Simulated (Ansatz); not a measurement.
# InSiH4 radical (SMILES [SiH3][InH]): functionals against CCSD(T) at one geometry

A test off equilibrium: a structure displaced at random from a GFN2-xTB minimum is computed at several levels, and each is set against CCSD(T).

The runs use Ansatz 0.2.0, Gaussian basis; single points in def2-TZVPP.

Correlated methods freeze the cores. Filled d shells of the heavier atoms are correlated. Core potentials replace the inner electrons past krypton, and spin-orbit coupling is left out. Orbitals are unrestricted.

## 1. Where the work starts

6 atoms, charge 0, spin multiplicity 2.

Atoms are counted from 1 here; the program's logs count them from 0.

Bond lengths: Si1–H3 1.198 Å, Si1–H4 1.301 Å, Si1–H5 1.546 Å, In2–H6 2.084 Å. Angles: H3–Si1–H4 111.2°, H3–Si1–H5 102.8°, H4–Si1–H5 98.7°.

Geometry (Å):

```xyz
6
charge 0, multiplicity 2
Si   -0.3393   -0.1448   -0.4797
In    1.9249    0.0260    1.6165
H    -1.4056    0.3926   -0.5758
H    -0.4528   -1.4364   -0.5848
H     0.3159    0.1452   -1.8498
H     0.1571    1.0694    1.9769
```

## 2. CCSD(T)/def2-TZVPP

run/in.yaml reads:

```yaml
crystal:
  periodic: [false, false, false]
  atoms:
    - {symbol: Si, position_ang: [-0.339300, -0.144800, -0.479700]}
    - {symbol: In, position_ang: [1.924900, 0.026000, 1.616500]}
    - {symbol: H, position_ang: [-1.405600, 0.392600, -0.575800]}
    - {symbol: H, position_ang: [-0.452800, -1.436400, -0.584800]}
    - {symbol: H, position_ang: [0.315900, 0.145200, -1.849800]}
    - {symbol: H, position_ang: [0.157100, 1.069400, 1.976900]}
basis:
  gaussian: {orbitals: def2-TZVPP}
magnetization: {spin_polarized: true, initial_magnetization: 1}
correlation: {method: ccsd_t}
scf: {omitted_lower_state_checks: [cluster_reference]}
output: {forces: true}
```

The command line of these runs was not kept.

## 3. PBE0-D4/def2-TZVPP

run/in.yaml, as its differences from that of step 2:

```diff
@@ -12,4 +12,3 @@
 magnetization: {spin_polarized: true, initial_magnetization: 1}
-correlation: {method: ccsd_t}
-scf: {omitted_lower_state_checks: [cluster_reference]}
-output: {forces: true}
+hamiltonian: {xc: pbe0, dispersion: d4}
+output: {forces: true, orbitals: {seedname: orbitals}}
```

## 4. wB97M-V/def2-TZVPP

run/in.yaml, as its differences from that of step 3:

```diff
@@ -12,3 +12,3 @@
 magnetization: {spin_polarized: true, initial_magnetization: 1}
-hamiltonian: {xc: pbe0, dispersion: d4}
-output: {forces: true, orbitals: {seedname: orbitals}}
+hamiltonian: {xc: {name: wB97M-V}}
+output: {forces: true}
```

## 5. r2SCAN-D4/def2-TZVPP

run/in.yaml, as its differences from that of step 4:

```diff
@@ -12,3 +12,3 @@
 magnetization: {spin_polarized: true, initial_magnetization: 1}
-hamiltonian: {xc: {name: wB97M-V}}
+hamiltonian: {xc: r2scan, dispersion: d4}
 output: {forces: true}
```

## 6. PBE-D4/def2-TZVPP

run/in.yaml, as its differences from that of step 5:

```diff
@@ -12,3 +12,3 @@
 magnetization: {spin_polarized: true, initial_magnetization: 1}
-hamiltonian: {xc: r2scan, dispersion: d4}
+hamiltonian: {xc: pbe, dispersion: d4}
 output: {forces: true}
```

## 7. SPW92/def2-TZVPP

run/in.yaml, as its differences from that of step 6:

```diff
@@ -12,3 +12,3 @@
 magnetization: {spin_polarized: true, initial_magnetization: 1}
-hamiltonian: {xc: pbe, dispersion: d4}
+hamiltonian: {xc: lda}
 output: {forces: true}
```

## 8. wB97X-V/def2-TZVPP

run/in.yaml, as its differences from that of step 7:

```diff
@@ -12,3 +12,3 @@
 magnetization: {spin_polarized: true, initial_magnetization: 1}
-hamiltonian: {xc: lda}
+hamiltonian: {xc: {name: wB97X-V}}
 output: {forces: true}
```

(Steps that only read results are left out.)

What does the calculation give? Wanted: energy less free atoms, CCSD(T)/def2-TZVPP; RMS force component; RMS force error; HOMO and LUMO, PBE0-D4; T1 diagnostic.

As calculated:

```
                                  quantity                                                                                         value
energy less free atoms, CCSD(T)/def2-TZVPP                                                                                -1048.7 kJ/mol
                       RMS force component                                                          3.437 to 3.532 eV/Å over the methods
                           RMS force error  PBE0-D4 0.097, wB97M-V 0.064, r2SCAN-D4 0.087, PBE-D4 0.205, SPW92 0.222, wB97X-V 0.038 eV/Å
                    HOMO and LUMO, PBE0-D4                                                                            -6.02 and -3.38 eV
                             T1 diagnostic                                                                                         0.027
```

What this shows: Against CCSD(T) the functionals' energies less atoms differ by -175.1 to -11.9 kJ/mol, PBE-D4 by -21.2 kJ/mol. A larger basis would deepen the CCSD(T) value, while the functionals are nearly converged already, so the order here is not reliable. For forces wB97X-V does best and SPW92 worst.
